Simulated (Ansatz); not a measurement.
**CH2BFO: one species, many methods**

Aim: compute CH2BFO with functionals from several rungs and with coupled cluster, and see how far each lands from CCSD(T) at the basis-set limit for the atomisation energy.

Computed with Ansatz 0.2.0, Gaussian basis. Level: functionals in def2-TZVPP, the program's frozen cores in correlated methods.

The runs, in order: LDA (SPW92), PBE-D4, revPBE-D4, BLYP-D4, r2SCAN-D4, B97M-V, PBE0-D4, B3LYP-D4, r2SCANh-D4, r2SCAN0-D4, HSE06-D4, BHLYP-D4, CAM-B3LYP-D4, LC-ωPBE, ωB97X-V, ωB97M-V, B2PLYP, PBE-QIDH; CCSD(T)/def2-SVP; CCSD(T)/def2-TZVPP; MP2/def2-QZVPP; extrapolation to the limit; RPA on PBE.

## 1. Structure used throughout

The geometry comes from an earlier relaxation with PBE0-D4 in a triple-zeta def2 set; it is a stationary point.

SMILES `FC1BO1`, 6 atoms, charge 0, spin multiplicity 1.

Atoms are counted from 1 here; the program's logs count them from 0.

Bond lengths: F1–C2 1.353 Å, C2–B3 1.508 Å, C2–O4 1.454 Å, C2–H5 1.086 Å, B3–O4 1.337 Å, B3–H6 1.182 Å. Angles: F1–C2–B3 120.6°, F1–C2–O4 112.5°, F1–C2–H5 110.3°, B3–C2–O4 53.6°, B3–C2–H5 128.7°, O4–C2–H5 113.1°, C2–B3–O4 61.1°, C2–B3–H6 161.4°, O4–B3–H6 137.4°, C2–O4–B3 65.3°.

## 2. LDA

This LDA is Slater exchange with PW92 correlation.

Contents of in.yaml:

```yaml
crystal:
  periodic: [false, false, false]
  atoms:
    - {symbol: F, position_ang: [-1.443861, 0.012985, -0.921235]}
    - {symbol: C, position_ang: [-0.181095, -0.277308, -0.531364]}
    - {symbol: B, position_ang: [0.301638, 0.099215, 0.847265]}
    - {symbol: O, position_ang: [0.579553, 0.910761, -0.178673]}
    - {symbol: H, position_ang: [0.310841, -0.892843, -1.277995]}
    - {symbol: H, position_ang: [0.475023, 0.083190, 2.015902]}
basis:
  gaussian: {orbitals: def2-TZVPP}
hamiltonian: {xc: lda}
output: {orbitals: {seedname: orbitals}}
```

Launch:

```sh
$ ansatz run in.yaml --threads 2 --pin off --events-out ev --progress --plain --max-ram 4352MiB
```

After this run come: PBE-D4 (GGA); revPBE-D4 (GGA); BLYP-D4 (GGA); r2SCAN-D4 (meta-GGA); B97M-V (meta-GGA); PBE0-D4 (hybrid); B3LYP-D4 (hybrid); r2SCANh-D4 (hybrid); r2SCAN0-D4 (hybrid); HSE06-D4 (hybrid); BHLYP-D4 (hybrid); CAM-B3LYP-D4 (range-separated); LC-ωPBE (range-separated); ωB97X-V (range-separated); ωB97M-V (range-separated); B2PLYP (double hybrid); PBE-QIDH (double hybrid); CCSD(T) in def2-SVP; CCSD(T) in def2-TZVPP; MP2 in def2-QZVPP; RPA on PBE orbitals.

**Question.** What will the summary of the whole plan be? Wanted: atomisation energy, CCSD(T)/CBS; farthest beyond LDA; mean size of error, GGA; mean size of error, meta-GGA; mean size of error, hybrid; mean size of error, range-separated; mean size of error, double hybrid; gap, smallest and largest; T1 diagnostic.

The runs gave:

| quantity | value |
| --- | --- |
| atomisation energy, CCSD(T)/CBS | 24.959 eV |
| functionals within 0.125 eV (0.5 %) | B3LYP-D4, r2SCANh-D4, B2PLYP, PBE-QIDH |
| farthest beyond LDA | PBE-D4 (+1.231 eV) |
| mean size of error, GGA | 0.637 eV |
| mean size of error, meta-GGA | 0.311 eV |
| mean size of error, hybrid | 0.389 eV |
| mean size of error, range-separated | 0.303 eV |
| mean size of error, double hybrid | 0.034 eV |
| gap, smallest and largest | 4.71 eV (LDA (SPW92)), 12.53 eV (LC-ωPBE) |
| T1 diagnostic | 0.0156 |
| triples share of the correlation energy | 3.7 % |

What this shows: LDA overbinds by 4.884 eV (20 %). PBE-D4 misses by +1.231 eV. Double hybrids carry the basis error of their MP2 part in triple zeta, and no dispersion term here, so their miss is partly the set-up's. Taken by rung, double hybrid functionals do best (0.034 eV on average) and GGA ones worst beyond LDA (0.637 eV). The reference freezes the cores and leaves out relativity and excitations past (T), so misses under about 0.125 eV can't be ranked. Hartree-Fock recovers 70 % of the binding; the rest is correlation. CCSD(T) in def2-SVP is off by -1.158 eV, so the small basis spoils what the method gains. Orbital gaps span 4.7 to 12.5 eV; exact exchange widens them.
